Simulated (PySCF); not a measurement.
# SrS−: from the state search to spectroscopic constants

One job finds the state of SrS−, follows it along the bond with each method and fits the curves.

Computed with PySCF 2.14.0. Level: Sr def2-SVPD with ECP28, S def2-SVPD, scalar-relativistic core potentials.

2 further runs of the same task are left out: 2 set aside as unsound or not needed.

### Step 1. Input

A driver script around PySCF takes these settings:

```
atoms                         : Sr, S
charge                        : -1
basis                         : Sr def2-SVPD with ECP28, S def2-SVPD
Hamiltonian                   : scalar-relativistic core potentials
basis functions               : 53
electrons treated             : 27
masses in u                   : 87.9056, 31.9721
levels                        : PBE0, PBE, r²SCAN, TPSSh, M06, revPBE, CAM-B3LYP, HF, MP2, SCS-MP2, CCSD, CCSD(T)
grid                          : 80 radial by 434 angular points
occupations                   : held fixed by the projection of orbital angular momentum
dissociation limit            : Sr + S−, each in its ground configuration
starting distance in angstrom : 2.795
values of 2S to try           : 1, 3
```

Command:

```console
$ OMP_NUM_THREADS=1 python dia.py task.json out
```

Further steps of the session: PBE0 along the bond; Higher solutions at PBE0; PBE; r²SCAN; TPSSh; M06 (hybrid meta-GGA); revPBE (GGA); CAM-B3LYP (range-separated hybrid); UHF (mean field); Adding correlation.

Before running it: what results should come out? Wanted: for each run, Re; ωe; De; μ.

As calculated:

Lowest PBE0 solution found, without spin–orbit coupling: ²Σ⁺ (doublet), unpaired electrons σ ↑. State 2 has its PBE0 minimum 0.98 eV higher. The other levels ran on the lowest alone.

| level | Re (Å) | ωe (cm⁻¹) | De (eV) | μ (D) |
| --- | --- | --- | --- | --- |
| UHF | 2.614 | 347 | 1.74 | -6.71 |
| UHF-MP2 | 2.612 | 331 | 2.48 | n/a |
| UHF-SCS-MP2 | 2.617 | 330 | 2.30 | n/a |
| UHF-CCSD | 2.615 | 332 | 2.16 | n/a |
| UHF-CCSD(T) | 2.628 | 319 | 2.29 | n/a |
| PBE | 2.574 | 329 | 2.79 | -5.05 |
| revPBE | 2.583 | 326 | 2.67 | -4.86 |
| r²SCAN | 2.570 | 341 | 2.93 | -5.48 |
| TPSSh | 2.576 | 338 | 2.78 | -4.92 |
| PBE0 | 2.562 | 344 | 2.66 | -5.48 |
| M06 | 2.581 | 322 | 2.32 | -4.88 |
| CAM-B3LYP | 2.575 | 342 | 2.29 | -6.47 |

De is counted to Sr + S− in their ground configurations. A positive dipole points from Sr to S; in an ion it is taken about the centre of mass and does not tell which atom is negative.

Differences from CCSD(T) in the same basis:

```
      level  Re (mÅ)  ωe (%)
        UHF      -14    +8.7
    UHF-MP2      -17    +3.7
UHF-SCS-MP2      -12    +3.5
   UHF-CCSD      -14    +4.0
        PBE      -55    +3.2
     revPBE      -45    +2.1
     r²SCAN      -58    +7.0
      TPSSh      -52    +6.1
       PBE0      -66    +7.8
        M06      -48    +0.9
  CAM-B3LYP      -54    +7.4
```

In words: Judged by CCSD(T) in the same basis: best bond length UHF-SCS-MP2 (-12 mÅ), worst PBE0 (-66 mÅ); best wavenumber M06 (+0.9 %), worst UHF (+8.7 %). Hartree–Fock makes the bond too short and too stiff against this reference, as it mostly does. CCSD(T) in a basis this small is itself some way from its limit, more so than the functionals. Among the levels with a De in the table, it runs from 1.74 eV (UHF) to 2.93 eV (r²SCAN).

Correlated steps freeze 5 core orbitals. With some functionals the highest level of the anion is positive, from self-interaction error or because the anion is truly unbound there; the finite basis then holds the extra electron, and no neutral molecule was run to test the binding. Spin–orbit coupling is left out.
